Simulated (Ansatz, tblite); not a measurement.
# Cis-ZnCl2(NH3)4 (Cl2H12N4Zn): one state, many levels

How do method and basis change the picture of cis-ZnCl2(NH3)4 (Cl2H12N4Zn) (singlet)?

Computed with Ansatz 0.2.0, Gaussian basis. Level: as each input shows.

Plan: GFN1-xTB, GFN2-xTB, PBE-D4/def2-TZVP, r2SCAN-D4/def2-TZVP, ωB97M-V/def2-TZVP, B2PLYP/def2-TZVP, LC-ωPBE/def2-TZVP, PBE-D4/def2-SVP, PBE0-D4/def2-SVP, MP2/def2-TZVP, RPA/def2-TZVP.

2 further runs of the same task are left out: 2 set aside as unsound or not needed. Runs told in other sessions of the task aren't counted.

## (1) The relaxed structure

The singlet was relaxed beforehand with PBE0-D4/def2-SVP.

19 atoms, charge 0, spin multiplicity 1.

Bond lengths: Cl1–Zn7 2.476 Å, Cl2–Zn7 2.477 Å, N3–Zn7 2.222 Å, N3–H8 1.030 Å, N3–H9 1.018 Å, N3–H10 1.018 Å, N4–Zn7 2.221 Å, N4–H11 1.030 Å, N4–H12 1.018 Å, N4–H13 1.018 Å, N5–Zn7 2.171 Å, N5–H14 1.024 Å, N5–H15 1.024 Å, N5–H16 1.018 Å, N6–Zn7 2.171 Å, N6–H17 1.018 Å, N6–H18 1.024 Å, N6–H19 1.024 Å. Angles: Zn7–N3–H8 89.7°, Zn7–N3–H9 120.0°, Zn7–N3–H10 119.9°, H8–N3–H9 108.6°, H8–N3–H10 108.5°, H9–N3–H10 107.6°, Zn7–N4–H11 89.7°, Zn7–N4–H12 120.0°, Zn7–N4–H13 119.9°, H11–N4–H12 108.6°, H11–N4–H13 108.5°, H12–N4–H13 107.6°, Zn7–N5–H14 97.4°, Zn7–N5–H15 97.4°, Zn7–N5–H16 132.9°, H14–N5–H15 107.4°, H14–N5–H16 109.6°, H15–N5–H16 109.6° and more.

PBE0-D4/def2-TZVP was run before; its log isn't repeated, and its numbers join the tables.

## (2) GFN1-xTB

Tight binding, by tblite at 300 K electronic temperature and without a spin-polarisation term:

```python
tblite.interface.Calculator('GFN1-xTB', numbers, positions, charge=0, uhf=0).singlepoint()
```

Energy -782.1954 eV, HOMO -11.88 eV, LUMO -5.99 eV; 0.01 s.

## (3) GFN2-xTB

Tight binding, by tblite at 300 K electronic temperature and without a spin-polarisation term:

```python
tblite.interface.Calculator('GFN2-xTB', numbers, positions, charge=0, uhf=0).singlepoint()
```

Energy -748.8715 eV, HOMO -9.75 eV, LUMO -4.70 eV; 0.008 s.

## (4) PBE-D4/def2-TZVP

start.molden holds the orbitals of an earlier run on this state, given as this run's starting guess.

in.yaml

```yaml
crystal:
  periodic: [false, false, false]
  atoms:
    - {symbol: Cl, position_ang: [-0.129743, -0.027848, 2.672893]}
    - {symbol: Cl, position_ang: [2.671636, -0.003779, -0.155286]}
    - {symbol: N, position_ang: [0.273842, 0.019892, -1.998583]}
    - {symbol: N, position_ang: [-1.996478, 0.001510, 0.292743]}
    - {symbol: N, position_ang: [0.488273, 2.133537, 0.501402]}
    - {symbol: N, position_ang: [0.479435, -2.145671, 0.457043]}
    - {symbol: Zn, position_ang: [0.223877, -0.002867, 0.222255]}
    - {symbol: H, position_ang: [1.303922, 0.018872, -1.969666]}
    - {symbol: H, position_ang: [-0.035455, 0.846880, -2.505789]}
    - {symbol: H, position_ang: [-0.036197, -0.796799, -2.521771]}
    - {symbol: H, position_ang: [-1.958948, -0.011180, 1.322408]}
    - {symbol: H, position_ang: [-2.517029, -0.814714, -0.022900]}
    - {symbol: H, position_ang: [-2.511487, 0.828879, -0.002320]}
    - {symbol: H, position_ang: [1.499030, 2.162684, 0.341016]}
    - {symbol: H, position_ang: [0.337654, 2.153245, 1.513870]}
    - {symbol: H, position_ang: [0.050518, 2.947335, 0.074463]}
    - {symbol: H, position_ang: [0.037514, -2.948621, 0.014157]}
    - {symbol: H, position_ang: [0.329730, -2.185299, 1.469079]}
    - {symbol: H, position_ang: [1.489874, -2.176055, 0.294976]}
basis:
  gaussian: {orbitals: def2-TZVP, initial_orbitals: start.molden}
hamiltonian: {xc: pbe, dispersion: d4}
scf: {omitted_lower_state_checks: [starts]}
output: {forces: true, orbitals: {seedname: orbitals}}
```

Run with:

```
$ ansatz run in.yaml --threads 4 --pin off --events-out ev --progress --plain --max-ram 4787MiB
```

Further steps of the session: r2SCAN-D4/def2-TZVP; ωB97M-V/def2-TZVP; B2PLYP/def2-TZVP; LC-ωPBE/def2-TZVP; PBE-D4/def2-SVP; PBE0-D4/def2-SVP; MP2/def2-TZVP; RPA/def2-TZVP.

Before running them: what should the planned runs give, taken together? Wanted: gap in def2-TZVP, named functionals, smallest and largest; correlation energy, MP2/def2-TZVP; binding an atom, functionals in def2-TZVP; PBE0 total energy, smallest basis above largest.

The runs gave:

| quantity | value |
| --- | --- |
| gap in def2-TZVP, named functionals, smallest and largest | 4.50 eV (PBE-D4), 11.30 eV (LC-ωPBE) |
| correlation energy, MP2/def2-TZVP | -46.62 eV |
| binding an atom, functionals in def2-TZVP | 3.15 (LC-ωPBE) to 3.22 eV (PBE-D4) |
| PBE0 total energy, smallest basis above largest | 22.48 eV (def2-SVP, def2-TZVP) |

In words: Over the named functionals in def2-TZVP the gap runs from 4.50 eV (PBE-D4) to 11.30 eV (LC-ωPBE); exact exchange widens it.
